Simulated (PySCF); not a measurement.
# ClGeH3: the cost of one run

Computed with PySCF 2.14.0, with density-fitted response routines of our own, on a single molecule in the gas phase. Atoms count from 0, in the outputs and in this text.

## (1) The molecule as given

5 atoms, charge 0, multiplicity 1; geometry from: GFN2-xTB. The atoms were then displaced at random by about 0.03 Å, so the start is not that level's minimum.

Bonds of the start (Å): Cl0–Ge1 2.17, Ge1–H2 1.52, Ge1–H3 1.46, Ge1–H4 1.52.

## (2) Optimising the geometry at PBE0-D3(BJ)/def2-SVP

What the job is given:

```
{"job": {"xc": "PBE0", "basis": "def2-SVP", "d3": "d3bj", "grid": 1, "shake": 0.03, "kind": "geom"}, "charge": 0, "multiplicity": 1}
Cl     2.024240    -0.096620    -0.000590
Ge    -0.139540    -0.011350    -0.012840
H     -0.651740     1.390930    -0.319530
H     -0.509640    -0.430320     1.331370
H     -0.631220    -0.957410    -1.094900
```

Run with:

```bash
$ OMP_NUM_THREADS=1 python probes_run.py task.json out
```

This one command runs all jobs of the session in turn.

Q: Estimate the wall time and peak memory of this first job on 1 thread of Intel Xeon 6975P-C, shared host.

About 4.1 s, with a peak of 0.29 GiB.
